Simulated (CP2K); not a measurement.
**CH5F2NSi (SMILES NC(F)(F)[SiH3]): AM1**

What is the energy change on altering one bond length of CH5F2NSi at AM1? 

The calculation is run with CP2K 2026.2.

3 further runs of the same task are left out: 3 set aside as unsound or not needed.

## Step 1: Starting point

CH5F2NSi: 10 atoms, total charge 0, spin state singlet. SMILES: `NC(F)(F)[SiH3]`. The shape is that of a GFN2-xTB optimisation. This is one conformer, not always the lowest.

Bond lengths: N1–C2 1.432 Å, C2–F3 1.370 Å, C2–F4 1.370 Å, C2–Si5 1.951 Å, N1–H6 1.010 Å, N1–H7 1.010 Å, Si5–H8 1.463 Å, Si5–H9 1.454 Å, Si5–H10 1.462 Å. Some angles: N1–C2–F3 107.3°, N1–C2–F4 107.3°, N1–C2–Si5 118.8°, F3–C2–F4 104.9°, F3–C2–Si5 108.9°, F4–C2–Si5 108.8°, C2–N1–H6 111.0°, C2–N1–H7 111.0°, C2–Si5–H8 105.0°, C2–Si5–H9 107.4°.

## Step 2: Energy and gradient at AM1

File run.inp:

```
&GLOBAL
   PROJECT run
   RUN_TYPE ENERGY_FORCE
   PRINT_LEVEL MEDIUM
&END GLOBAL
&FORCE_EVAL
   METHOD QS
   &DFT
      ! Quickstep
      &QS
         METHOD AM1
         EPS_DEFAULT 1.0E-10
         &SE
            &COULOMB
               CUTOFF [angstrom] 50
               RC_RANGE [angstrom] 0
            &END COULOMB
            &EXCHANGE
               CUTOFF [angstrom] 50
               RC_RANGE [angstrom] 0
            &END EXCHANGE
         &END SE
      &END QS
      &POISSON
         PERIODIC NONE
         POISSON_SOLVER ANALYTIC
      &END POISSON
      &SCF
         SCF_GUESS ATOMIC
         EPS_SCF 1.0E-06
         MAX_SCF 30
         &OT
            MINIMIZER DIIS
            PRECONDITIONER FULL_ALL
         &END OT
         &OUTER_SCF
            EPS_SCF 1.0E-06
            MAX_SCF 8
         &END OUTER_SCF
      &END SCF
      &PRINT
         &MOMENTS
            PERIODIC F
            REFERENCE COM
            MAX_MOMENT 1
         &END MOMENTS
         &MO_CUBES
            NLUMO 3
            NHOMO -1
            WRITE_CUBE F
         &END MO_CUBES
         &HIRSHFELD OFF
         &END HIRSHFELD
      &END PRINT
   &END DFT
   ! structure
   &SUBSYS
      &CELL
         ABC 13 12.6 14
         PERIODIC NONE
      &END CELL
      &COORD
         UNIT bohr
         N     -1.1152219     0.3390169    -2.8221359
         C     -0.3014491    -1.1527140    -0.7155070
         F     -2.2729815    -2.6969982    -0.0582225
         F      1.5428102    -2.7543703    -1.5750678
         Si     0.9288571     0.5623825     2.3084327
         H     -2.6117527     1.4277637    -2.3533893
         H      0.3139591     1.4125892    -3.4934989
         H     -1.1626351     2.1779661     3.1171410
         H      1.5913762    -1.3756828     4.1406356
         H      3.0870377     2.0600471     1.4516120
      &END COORD
      &TOPOLOGY
         &CENTER_COORDINATES
         &END CENTER_COORDINATES
      &END TOPOLOGY
   &END SUBSYS
   ! extra output
   &PRINT
      &FORCES ON
      &END FORCES
   &END PRINT
&END FORCE_EVAL
```

On the command line:

```
OMP_NUM_THREADS=1 cp2k.psmp run.inp > run.out
```

The log of the run (excerpt; [...] marks lines left out):

```text
CP2K| version string:                                       CP2K version 2026.2
[...]
 GLOBAL| Method name                                                        CP2K
[...]
 GLOBAL| Run type                                                   ENERGY_FORCE
[...]
                             - Atoms:                                         10
[...]
                             - Spherical basis functions:                     25
[...]
 Number of electrons:                                                         32
[...]
     1 OT DIIS     0.15E+00    0.0     0.32404174       -47.5999704957 -4.76E+01
[...]
     8 OT DIIS     0.15E+00    0.0     0.00000037       -53.5721675125 -2.01E-10
  *** SCF run converged in     8 steps ***
  Core-core repulsion energy [eV]:                           2593.94069012581440
  Core Hamiltonian energy [eV]:                             -2386.10836956113144
  Two-electron integral energy [eV]:                        -3331.21026954772606
  Electronic energy [eV]:                                   -4051.71350433499492
  Total energy [eV]:                                        -1457.77281420918030
  Atomic reference energy [eV]:                              1453.73452709198659
  Heat of formation [kcal/mol]:                               -93.12512060327649
[...]
 SE_DIPOLE| Moment [Debye]         -0.75118123      -3.23013971      -1.81979263
 SE_DIPOLE| Derivative [a.u.]       0.00000000       0.00000000       0.00000000
 *** WARNING in qs_scf_post_se.F:140 :: Printing of MO cube files not ***
 *** implemented for Semi-Empirical method.                           ***
 ENERGY| Total FORCE_EVAL ( QS ) energy [hartree]            -53.572167512472603
 FORCES| Atomic forces [hartree/bohr]
 FORCES|   Atom     x               y               z               |f|
 FORCES|      1 -6.43296779E-03  4.42018514E-02 -1.77262446E-02   4.80562846E-02
 FORCES|      2  4.32953547E-03  6.41316063E-03  1.02622282E-02   1.28525030E-02
 FORCES|      3 -1.34205557E-02 -2.18059940E-02  1.10221617E-02   2.78765267E-02
 FORCES|      4  1.66299049E-02 -2.21982492E-02 -9.14405564E-04   2.77516151E-02
 FORCES|      5 -2.33442043E-03  4.37855661E-03 -5.89986533E-03   7.70906529E-03
 FORCES|      6  5.97307665E-03 -5.76998391E-03 -4.58927855E-03   9.48851077E-03
 FORCES|      7 -7.65352600E-03 -5.77336508E-03  7.57371973E-04   9.61674668E-03
 FORCES|      8  2.60131492E-03 -3.57572672E-04  1.87893803E-03   3.22879322E-03
 FORCES|      9  8.54127922E-04  1.10639922E-03  2.04745539E-03   2.47905775E-03
 FORCES|     10 -5.46489974E-04 -1.94803017E-04  3.16163872E-03   3.21442980E-03
 FORCES| Sum     1.74860126E-15  1.11022302E-15  1.58206781E-15
 FORCES| Total atomic force                                       2.60636530E-15
[...]
```

Run time: 0.87 s. Hardware: 1 thread of Arm Neoverse N1, shared host; peak memory 0.14 GiB.

## Step 3: The distorted shape at the same level

File calc.inp:

```
&GLOBAL
   PROJECT_NAME calc
   RUN_TYPE ENERGY_FORCE
   PRINT_LEVEL MEDIUM
&END GLOBAL
&FORCE_EVAL
   METHOD QS
   &DFT
      CHARGE 0
      MULTIPLICITY 1
      &QS
         METHOD AM1
         EPS_DEFAULT 1.0E-10
         &SE
            &COULOMB
               CUTOFF [angstrom] 50
               RC_RANGE [angstrom] 0
            &END COULOMB
            &EXCHANGE
               CUTOFF [angstrom] 50
               RC_RANGE [angstrom] 0
            &END EXCHANGE
         &END SE
      &END QS
      &POISSON
         PERIODIC NONE
         POISSON_SOLVER ANALYTIC
      &END POISSON
      &SCF
         SCF_GUESS ATOMIC
         EPS_SCF 1.0E-06
         MAX_SCF 30
         &OT ON
            MINIMIZER DIIS
            PRECONDITIONER FULL_ALL
         &END OT
         &OUTER_SCF
            EPS_SCF 1.0E-06
            MAX_SCF 8
         &END OUTER_SCF
      &END SCF
      &PRINT
         &MOMENTS
            PERIODIC F
            REFERENCE COM
            MAX_MOMENT 1
         &END MOMENTS
         &MO_CUBES
            NLUMO 3
            NHOMO -1
            WRITE_CUBE F
         &END MO_CUBES
         &HIRSHFELD OFF
         &END HIRSHFELD
      &END PRINT
   &END DFT
   &SUBSYS
      &CELL
         ABC [angstrom] 13 12.6 14.4
         PERIODIC NONE
      &END CELL
      &COORD
         UNIT bohr
         N     -1.3471007     1.0173322    -3.4633993
         C     -0.5333280    -0.4743987    -1.3567704
         F     -2.5048603    -2.0186829    -0.6994859
         F      1.3109314    -2.0760550    -2.2163313
         Si     0.6969782     1.2406978     1.6671693
         H     -2.8436315     2.1060790    -2.9946528
         H      0.0820803     2.0909045    -4.1347623
         H     -1.3945139     2.8562814     2.4758776
         H      1.5913762    -1.3756828     4.1406356
         H      2.8551589     2.7383624     0.8103486
      &END COORD
      &TOPOLOGY
         &CENTER_COORDINATES
         &END CENTER_COORDINATES
      &END TOPOLOGY
   &END SUBSYS
   &PRINT
      &FORCES ON
      &END FORCES
   &END PRINT
&END FORCE_EVAL
```

On the command line:

```
OMP_NUM_THREADS=1 cp2k.psmp -i calc.inp > calc.out 2>&1
```

The log of the run (excerpt; [...] marks lines left out):

```text
CP2K| version string:                                       CP2K version 2026.2
[...]
 GLOBAL| Method name                                                        CP2K
[...]
 GLOBAL| Run type                                                   ENERGY_FORCE
[...]
                             - Atoms:                                         10
[...]
                             - Spherical basis functions:                     25
[...]
 Number of electrons:                                                         32
[...]
     1 OT DIIS     0.15E+00    0.0     0.32191522       -47.6569884140 -4.77E+01
[...]
     7 OT DIIS     0.15E+00    0.0     0.00000037       -53.5230911049 -1.17E-10
  *** SCF run converged in     7 steps ***
  Core-core repulsion energy [eV]:                           2577.17351724756145
  Core Hamiltonian energy [eV]:                             -2387.15383165761295
  Two-electron integral energy [eV]:                        -3292.91412567067073
  Electronic energy [eV]:                                   -4033.61089449294786
  Total energy [eV]:                                        -1456.43737724538710
  Atomic reference energy [eV]:                              1453.73452709198659
  Heat of formation [kcal/mol]:                               -62.32921018327829
[...]
 SE_DIPOLE| Moment [Debye]         -0.81607364      -2.95181500      -2.00606687
 SE_DIPOLE| Derivative [a.u.]       0.00000000       0.00000000       0.00000000
 *** WARNING in qs_scf_post_se.F:140 :: Printing of MO cube files not ***
 *** implemented for Semi-Empirical method.                           ***
 ENERGY| Total FORCE_EVAL ( QS ) energy [hartree]            -53.523091104931268
[...]
```

Run time: 0.87 s. Hardware: 1 thread of Arm Neoverse N1, shared host; peak memory 0.14 GiB.

## Step 4: Outcome

At AM1:

| quantity | value |
| --- | --- |
| first shape: total energy | -53.57217 Eh |
| first shape: dipole moment | 3.78 D |
| first shape: heat of formation at this unrelaxed shape | -93.1 kcal/mol |
| first shape: largest force on an atom | 2.471 eV/Å |
| distorted shape: total energy | -53.52309 Eh |
| distorted shape: dipole moment | 3.66 D |
| distorted shape: heat of formation at this unrelaxed shape | -62.3 kcal/mol |
| distorted shape: largest force on an atom | 3.796 eV/Å |
| energy change with the Si5–H9 bond stretched from 1.454 to 1.963 Å | 1.335 eV |

In words: With the Si5–H9 bond stretched from 1.454 to 1.963 Å the energy rises by 1.34 eV (31 kcal/mol). The first shape isn't relaxed at this level, so the change isn't measured from a minimum. The largest force (first shape) is 2.47 eV/Å: the shape isn't a stationary point for this species at this level.
